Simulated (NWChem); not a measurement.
**CH3BBr2O (SMILES COB(Br)Br) at 4 levels**

We compute a comparison of 4 runs (HF/STO-3G, HF/3-21G, B3LYP/6-31G*) of CH3BBr2O. 

The results are computed with NWChem 7.3.0.

## 1. The structure to begin with

CH3BBr2O has 8 atoms, charge 0, and is taken as a singlet. SMILES: `COB(Br)Br`. The coordinates come from a PBE0-D4/def2-TZVP relaxation.

Bond lengths: C1–O2 1.418 Å, O2–B3 1.326 Å, B3–Br4 1.915 Å, B3–Br5 1.928 Å, C1–H6 1.090 Å, C1–H7 1.090 Å, C1–H8 1.090 Å. Angles: C1–O2–B3 127.2°, O2–B3–Br4 117.8°, O2–B3–Br5 123.5°, Br4–B3–Br5 118.7°, O2–C1–H6 108.0°, O2–C1–H7 108.2°, O2–C1–H8 111.5°, H6–C1–H7 109.3°, H6–C1–H8 110.0°, H7–C1–H8 109.9°.

## 2. Energy and gradient at HF/STO-3G (run 1)

mymol.xyz

```xyz
8

C     -0.944900    -0.532500    -0.461600
O      0.184300    -0.547600     0.395200
B      1.069400     0.423700     0.571200
Br     2.500300     0.116400     1.806800
Br     0.987700     2.116000    -0.348000
H     -0.866200    -1.384900    -1.136700
H     -1.839100    -0.641500     0.152700
H     -0.999500     0.393200    -1.035400
```

mymol.nw

```
start mymol
memory stack 880 mb heap 220 mb global 1100 mb

geometry units angstroms noautosym nocenter noautoz
load mymol.xyz
end

basis spherical bse
C library STO-3G
O library STO-3G
B library STO-3G
Br library STO-3G
H library STO-3G
end

scf
thresh 1e-08
maxiter 80
end

task scf gradient
```

Started as:

```
$ nwchem mymol.nw > mymol.out
```

What it wrote:

```text
[...]
  functions       =    54
[...]
  wavefunction    = RHF
[...]
         Total SCF energy =  -5226.847824274923
      One-electron energy =  -8398.681588852070
      Two-electron energy =   2627.489521377903
 Nuclear repulsion energy =    544.344243199244
        Time for solution =      5.6s
[...]
                         RHF ENERGY GRADIENTS
    atom               coordinates                        gradient
                 x          y          z           x          y          z
   1 C      -1.785602  -1.006279  -0.872298    0.001122  -0.002640   0.002242
   2 O       0.348276  -1.034814   0.746820   -0.016286  -0.001322  -0.011557
   3 B       2.020873   0.800677   1.079411   -0.002757  -0.007558   0.001674
   4 Br      4.724882   0.219964   3.414357    0.007304   0.001803   0.004615
   5 Br      1.866482   3.998660  -0.657625    0.001857   0.008994  -0.003116
   6 H      -1.636881  -2.617082  -2.148052    0.002151   0.001737   0.003420
   7 H      -3.475395  -1.212259   0.288561    0.004387   0.000070   0.000442
   8 H      -1.888781   0.743040  -1.956622    0.002220  -0.001085   0.002280
[...]
```

It took 8.4 s on 1 thread of Intel Xeon Platinum 8488C (Sapphire Rapids), shared host; peak memory 0.1 GiB.

## 3. Energy and forces at HF/3-21G (run 2)

ch3bbr2o.nw

```
start ch3bbr2o
title "CH3BBr2O"
memory total 2200 mb

geometry units au noautosym nocenter noautoz
  C  -1.78560222 -1.00627916 -0.87229758
  O   0.34827652 -1.03481403  0.74681976
  B   2.02087312  0.80067696  1.07941156
  Br  4.72488223  0.21996412  3.41435716
  Br  1.86648249  3.99866048 -0.65762469
  H  -1.63688077 -2.61708171 -2.14805169
  H  -3.47539532 -1.21225931  0.28856118
  H  -1.88878126  0.74304031 -1.95662243
end

basis spherical bse
  * library 3-21G
end

scf
  thresh 1e-08
  maxiter 80
end

task scf gradient
```

Started as:

```
$ nwchem ch3bbr2o.nw > ch3bbr2o.out
```

What it wrote:

```text
[...]
  functions       =    77
[...]
  wavefunction    = RHF
[...]
         Total SCF energy =  -5258.592880694998
      One-electron energy =  -8415.268101962787
      Two-electron energy =   2612.331017382442
 Nuclear repulsion energy =    544.344203885348
        Time for solution =      6.9s
[...]
                         RHF ENERGY GRADIENTS
    atom               coordinates                        gradient
                 x          y          z           x          y          z
   1 C      -1.785602  -1.006279  -0.872298    0.029455   0.008032   0.018188
   2 O       0.348277  -1.034814   0.746820   -0.003785   0.003545  -0.004506
   3 B       2.020873   0.800677   1.079412   -0.011060  -0.000895  -0.007961
   4 Br      4.724882   0.219964   3.414357   -0.010978   0.003307  -0.009951
   5 Br      1.866482   3.998660  -0.657625    0.001185  -0.014405   0.008189
   6 H      -1.636881  -2.617082  -2.148052    0.000890  -0.006570  -0.004539
   7 H      -3.475395  -1.212259   0.288561   -0.006133  -0.001125   0.004854
   8 H      -1.888781   0.743040  -1.956622    0.000427   0.008111  -0.004275
[...]
```

Run time: 9.6 s. Hardware: 1 thread of Intel Xeon Platinum 8488C (Sapphire Rapids), shared host; peak memory 0.1 GiB.

Run 3 isn't shown in full; the table further down has it.

## 4. Energy and forces at B3LYP/6-31G(d) (Cartesian functions) (run 4)

work.xyz

```xyz
8
CH3BBr2O
C     -0.944900    -0.532500    -0.461600
O      0.184300    -0.547600     0.395200
B      1.069400     0.423700     0.571200
Br     2.500300     0.116400     1.806800
Br     0.987700     2.116000    -0.348000
H     -0.866200    -1.384900    -1.136700
H     -1.839100    -0.641500     0.152700
H     -0.999500     0.393200    -1.035400
```

run.py

```python
from ase.io import read
from ase.calculators.nwchem import NWChem

system = read('work.xyz')

calc = NWChem(
    label='work',
    theory='dft',
    memory='2200 mb',
    basis='6-31G*',
    dft={'xc': 'b3lyp', 'mult': '1', 'grid': 'fine', 'convergence': 'energy 1e-08', 'iterations': '100', 'mulliken': None},
)
system.calc = calc

forces = system.get_forces()
e = system.get_potential_energy()
print(f"E = {e:.6f} eV")
print("forces (eV/A):")
for s, f in zip(system.symbols, forces):
    print(f"{s:2s} {f[0]:10.5f} {f[1]:10.5f} {f[2]:10.5f}")
print("dipole (e A):", system.get_dipole_moment().round(4))
```

Started as:

```
$ export ASE_NWCHEM_COMMAND="nwchem PREFIX.nwi > PREFIX.nwo"
$ python run.py
```

What it wrote:

```text
E = -143890.212341 eV
forces (eV/A):
C    -0.25284   -0.01548   -0.19170
O     0.15087   -0.11570    0.17283
B    -0.07107   -0.11020    0.00273
Br    0.32067   -0.10248    0.29393
Br   -0.00118    0.41436   -0.21037
H    -0.00345   -0.08336   -0.06423
H    -0.09297   -0.01707    0.05389
H    -0.04998    0.02998   -0.05703
dipole (e A): [-0.4818 -0.1725 -0.275 ]
```

The calculator wrote work.nwi:

```
title "work"

permanent_dir work

scratch_dir work

start work

geometry units angstrom nocenter noautosym noautoz
  C  -9.4489999999999996e-01 -5.3249999999999997e-01 -4.6160000000000001e-01
  O  1.8429999999999999e-01 -5.4759999999999998e-01 3.9520000000000000e-01
  B  1.0693999999999999e+00 4.2370000000000002e-01 5.7120000000000004e-01
  Br 2.5003000000000002e+00 1.1640000000000000e-01 1.8068000000000000e+00
  Br 9.8770000000000002e-01 2.1160000000000001e+00 -3.4799999999999998e-01
  H  -8.6619999999999997e-01 -1.3849000000000000e+00 -1.1367000000000000e+00
  H  -1.8391000000000000e+00 -6.4149999999999996e-01 1.5270000000000000e-01
  H  -9.9950000000000006e-01 3.9319999999999999e-01 -1.0354000000000001e+00
end

memory 2200 mb

basis noprint
   * library 6-31G*
end

dft
  xc b3lyp
  mult 1
  grid fine
  convergence energy 1e-08
  iterations 100
  mulliken
end

task dft gradient
```

work.nwo:

```text
Northwest Computational Chemistry Package (NWChem) 7.3.0
             --------------------------------------------------------

           Job information
           ---------------

    nwchem branch   = 7.3.0
    use scalapack   = T
    input           = work.nwi
    prefix          = work.
    data base       = work/work.db
    status          = startup
    nproc           =        1

           Memory information
           ------------------

[... 5 lines left out ...]
    hardfail = no
[... 108 lines left out ...]
  convergence criterion.
[... 44 lines left out ...]
          Spatial weights used:  Erf1
[... 32 lines left out ...]
 1-e energy   =   -8436.094187
[... 44 lines left out ...]
           Coulomb energy =     2808.432413864040
[... 919 lines left out ...]
          Convergence on density requested:  1.00D-05
[... 30 lines left out ...]
          total energy or number of iterations.
[... 36 lines left out ...]
                 ----------------------------------------
                 |  Time  |  1-e(secs)   |  2-e(secs)   |
                 ----------------------------------------
                 |  CPU   |       0.01   |      12.95   |
                 ----------------------------------------
                 |  WALL  |       0.01   |      12.95   |
                 ----------------------------------------

 Task  times  cpu:       55.6s     wall:       55.6s
 Total times  cpu:       55.6s     wall:       55.6s
```

Run time: 57 s. Hardware: 1 thread of Intel Xeon Platinum 8488C (Sapphire Rapids), shared host; peak memory 0.13 GiB.

## 5. Overview of the runs

| run | level | iteration cap | module | energy (Eh) | dipole moment (D) | HOMO energy (eV) | LUMO energy (eV) | wall time |
| --- | --- | --- | --- | --- | --- | --- | --- | --- |
| 1 | HF/STO-3G | 80 | scf | -5226.847824 | 2.94 | -8.34 | 7.35 | 8.4 s |
| 2 | HF/3-21G | 80 | scf | -5258.592881 | 3.35 | -10.76 | 3.57 | 9.6 s |
| 3 | B3LYP/6-31G* (spherical functions) | 100 | dft | -5287.848642 | 2.80 | -7.76 | -0.49 | 51 s |
| 4 | B3LYP/6-31G* (Cartesian functions) | 100 | dft | -5287.867814 | 2.79 | -7.76 | -0.50 | 57 s |

## 6. Results

| quantity | value |
| --- | --- |
| run 4: total energy | -5287.86781 Eh |
| run 4: dipole moment | 2.79 D |
| run 4: HOMO energy | -7.76 eV |
| run 4: LUMO energy | -0.50 eV |
| run 4: HOMO–LUMO gap | 7.26 eV |
| run 4: largest force on an atom | 0.465 eV/Å |

**Reading.** The dipole moment (its size) runs from 2.79 D (B3LYP/6-31G*) to 3.35 D (HF/3-21G). The two ends differ in method and basis. The HOMO–LUMO gap runs from 7.26 eV (B3LYP/6-31G*) to 15.69 eV (HF/STO-3G). In run 1 the basis is minimal, so the values are rough. All runs together took 2.1 min, the longest 57 s.
